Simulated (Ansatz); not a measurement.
TiAl, space group P4/mmm, a relaxation of the ions

Program: the Ansatz DFT code, driven from Python.

Contents of `tial.extxyz`:
```text
2
Lattice="2.8373 0.0 0.0 0.0 2.8373 0.0 0.0 0.0 4.0591" Properties=species:S:1:pos:R:3 pbc="T T T"
Ti    0.00000000    0.00000000    0.00000000
Al    1.41865000    1.41865000    2.02955000
```

Interactive session:
```pycon
>>> import json
>>> import ansatz as az
>>> import numpy as np
>>> cell = az.Crystal.from_extxyz("tial.extxyz")
>>> # a displaced start
>>> setup = (
...     cell.move(1, to=(0.535245, 0.464755, 0.524636)).calculation()
...     .functional(az.Functional.R2SCAN, dispersion="D3(BJ)")
...     .basis(550)
...     .occupations("methfessel_paxton")
...     .mixing("msr1", preconditioner="none")
...     .kpoints(4, 4, 3)
...     .accuracy("low")
...     .relax(force_tolerance=0.1, max_steps=40, density_extrapolation="second_order")
... )
>>> done = setup.run(events_out="tial.ndjson")
DeckWarning: the engine holds no damping parameters fitted to this dispersion correction and functional, so the run takes those fitted to r2scan beside the three-body term, which d3bj leaves out (hamiltonian.dispersion, under Limitations)
>>> with open("tial.ndjson") as stream:
...     events = [json.loads(line) for line in stream]
...
>>> steps = [e["data"] for e in events if e["event"] == "relax_step"]
>>> data = done.report
>>> data["kweights"]
[0.020833333333333332, 0.041666666666666664, 0.08333333333333333, 0.08333333333333333, 0.08333333333333333, 0.041666666666666664, 0.08333333333333333, 0.041666666666666664, 0.08333333333333333, 0.08333333333333333, 0.08333333333333333, 0.08333333333333333, 0.041666666666666664, 0.041666666666666664, 0.041666666666666664, 0.020833333333333332, 0.041666666666666664]
>>> data["published_state_doubts"]
[]
>>> data["n_kpoints"], data["n_symmetry_ops"], data["n_pw"]
(17, 2, 983)
>>> print("step   energy (eV)     max comp. (eV/A)  SCF")
step   energy (eV)     max comp. (eV/A)  SCF
>>> for s in steps:
...     print(f"{s['step']:4d} {s['lagrangian_ev']:15.5f} {s['allowed_force_max_ev_ang']:12.4f} {s['n_scf']:5d}")
...
   1     -3045.97939       0.5592     6
   2     -3046.03858       0.3079     7
   3     -3046.05729       0.0027     7
>>> first, last = steps[0], steps[-1]
>>> symbols = [site.symbol for site in done.lattice.sites]
>>> print(f"energy gained {first['lagrangian_ev'] - last['lagrangian_ev']:.4f} eV in {len(steps) - 1} steps")
energy gained 0.0779 eV in 2 steps
>>> moved = np.linalg.norm(np.array(last["positions_ang"]) - np.array(first["positions_ang"]), axis=1)
>>> print("displacement by atom (A):", " ".join(f"{s}:{d:.3f}" for s, d in zip(symbols, moved)))
displacement by atom (A): Ti:0.087 Al:0.087
>>> print("relaxed fractional positions")
relaxed fractional positions
>>> for site in done.lattice.sites:
...     print(f"  {site.symbol:2s}", " ".join(f"{v % 1:8.5f}" for v in np.round(site.position_frac, 5)))
...
  Ti  0.01772  0.98228  0.01232
  Al  0.51753  0.48247  0.51232
>>> print("atom   start x y z (A)              end x y z (A)")
atom   start x y z (A)              end x y z (A)
>>> for symbol, a, b in zip(symbols, first["positions_ang"], last["positions_ang"]):
...     print(f"{symbol:3s}", " ".join(f"{v:8.4f}" for v in a), "  ", " ".join(f"{v:8.4f}" for v in b))
...
Ti    0.0000   0.0000   0.0000      0.0503  -0.0503   0.0500
Al    1.5187   1.3186   2.1295      1.4684   1.3689   2.0796
>>> for key in ("converged", "n_iterations", "n_electrons", "n_kpoints", "n_pw", "n_symmetry_ops", "free_energy_ev", "fermi_energy_ev"):
...     print(f"{key:18s} {data[key]}")
...
converged          True
n_iterations       2
n_electrons        15.0
n_kpoints          17
n_pw               983
n_symmetry_ops     2
free_energy_ev     -3046.0572854922384
fermi_energy_ev    10.75271206241196
```

The settings weren't tested for convergence. The dispersion term runs with damping parameters of another functional. Dispersion corrections can be off by several per cent in the lattices of metals, and by several GPa in the pressure at a fixed cell. For a metal this mesh is far too coarse, so the numbers only illustrate the procedure. Only differences from the Fermi energy are physical; the zero of the scale is a convention. Energies along a relaxation are free energies. A last row that repeats the one before re-solves the same geometry more tightly. The structure is a deposited one; some such entries were measured under pressure or heat, so a shift against it needn't be the functional's error alone. Warnings are shown shortened and without file and line. The whole script took 7 s on 1 thread of Arm Neoverse V2 (shared host), peak memory 0.4 GiB.

(Lines on the test bed's own set-up are left out of the output.)
